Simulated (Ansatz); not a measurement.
# C₈H₇F₃: small, medium and large basis sets

An exercise on one series of results from a longer session: the logs are not shown, and one member is left open.

Method: one geometry, several basis sets; program: Ansatz 0.2.0, Gaussian basis.

Levels to be run: PBE0-D4/def2-SVP; ωB97M-V/def2-SVP; PBE0-D4/def2-QZVPP; ωB97M-V/def2-QZVPP; the functionals' def2-TZVPP values are taken from earlier runs.

## Structure used throughout

All runs share one geometry, relaxed beforehand with PBE0-D4 in a triple-zeta def2 set.

SMILES `FC(F)(F)Cc1ccccc1`, 18 atoms, charge 0, spin multiplicity 1.

Atoms are counted from 1 here; the program's logs count them from 0.

Bond lengths: F1–C2 1.338 Å, C2–F3 1.338 Å, C2–F4 1.342 Å, C2–C5 1.511 Å, C5–C6 1.500 Å, C5–H12 1.092 Å, C5–H13 1.092 Å, C6–C7 1.390 Å, C6–C11 1.390 Å, C7–C8 1.386 Å, C7–H14 1.085 Å, C8–C9 1.387 Å, C8–H15 1.084 Å, C9–C10 1.387 Å, C9–H16 1.084 Å, C10–C11 1.386 Å, C10–H17 1.084 Å, C11–H18 1.085 Å. Angles: F1–C2–F3 107.3°, F1–C2–F4 107.1°, F1–C2–C5 112.2°, F3–C2–F4 107.1°, F3–C2–C5 112.2°, F4–C2–C5 110.7°, C2–C5–C6 113.3°, C2–C5–H12 106.5°, C2–C5–H13 106.5°, C6–C5–H12 111.2°, C6–C5–H13 111.2°, H12–C5–H13 107.8°, C5–C6–C7 120.5°, C5–C6–C11 120.5°, C7–C6–C11 118.9°, C6–C7–C8 120.6°, C6–C7–H14 119.6°, C8–C7–H14 119.9° and more.

Coordinates:

```tsv
atom	x (Å)	y (Å)	z (Å)
F1	1.2064	-1.2137	-2.2455
C2	1.9151	-0.2658	-1.6205
F3	2.6088	-0.8657	-0.6456
F4	2.8058	0.2095	-2.5046
C5	1.0393	0.8472	-1.0949
C6	0.0191	0.3795	-0.0992
C7	-1.2375	-0.0414	-0.5202
C8	-2.1743	-0.4911	0.3965
C9	-1.8642	-0.5245	1.7477
C10	-0.6139	-0.1053	2.1766
C11	0.3210	0.3440	1.2576
H12	0.5620	1.3040	-1.9641
H13	1.7093	1.5885	-0.6550
H14	-1.4829	-0.0190	-1.5766
H15	-3.1504	-0.8150	0.0541
H16	-2.5970	-0.8738	2.4658
H17	-0.3653	-0.1263	3.2313
H18	1.2988	0.6689	1.5968
```

The first run:

Contents of in.yaml:

```yaml
crystal:
  periodic: [false, false, false]
  atoms:
    - {symbol: F, position_ang: [1.206399, -1.213716, -2.245541]}
    - {symbol: C, position_ang: [1.915107, -0.265830, -1.620492]}
    - {symbol: F, position_ang: [2.608789, -0.865672, -0.645584]}
    - {symbol: F, position_ang: [2.805798, 0.209454, -2.504582]}
    - {symbol: C, position_ang: [1.039314, 0.847169, -1.094914]}
    - {symbol: C, position_ang: [0.019054, 0.379517, -0.099177]}
    - {symbol: C, position_ang: [-1.237458, -0.041383, -0.520249]}
    - {symbol: C, position_ang: [-2.174330, -0.491141, 0.396466]}
    - {symbol: C, position_ang: [-1.864233, -0.524460, 1.747657]}
    - {symbol: C, position_ang: [-0.613906, -0.105263, 2.176556]}
    - {symbol: C, position_ang: [0.320991, 0.344026, 1.257604]}
    - {symbol: H, position_ang: [0.562022, 1.304027, -1.964130]}
    - {symbol: H, position_ang: [1.709315, 1.588534, -0.654985]}
    - {symbol: H, position_ang: [-1.482949, -0.019030, -1.576618]}
    - {symbol: H, position_ang: [-3.150393, -0.815041, 0.054138]}
    - {symbol: H, position_ang: [-2.597036, -0.873793, 2.465758]}
    - {symbol: H, position_ang: [-0.365271, -0.126320, 3.231324]}
    - {symbol: H, position_ang: [1.298800, 0.668901, 1.596758]}
basis:
  gaussian: {orbitals: def2-SVP}
hamiltonian: {xc: pbe0, dispersion: d4}
output: {orbitals: {seedname: orbitals}}
```

On the command line:

```bash
$ ansatz run in.yaml --threads 4 --pin off --events-out ev --progress --plain --max-ram 66560MiB --backend cpu
```

Steps of the session up to this table: PBE0-D4 in def2-SVP; ωB97M-V in def2-SVP; PBE0-D4 in def2-QZVPP; ωB97M-V in def2-QZVPP.

One of the session's tables, all rows but one given; the rest of the session is left out.

It belongs to the step «Functionals by basis». 

| functional | basis | HOMO (eV) |
| --- | --- | --- |
| PBE0-D4 | def2-SVP | ? |
| PBE0-D4 | def2-TZVPP | -7.43 |
| PBE0-D4 | def2-QZVPP | -7.45 |
| ωB97M-V | def2-SVP | -9.49 |
| ωB97M-V | def2-TZVPP | -9.52 |
| ωB97M-V | def2-QZVPP | -9.54 |

**Question.** Estimate the row for PBE0-D4, def2-SVP.

The run gave: HOMO (eV): -7.41. In the column «HOMO (eV)» it is the highest.
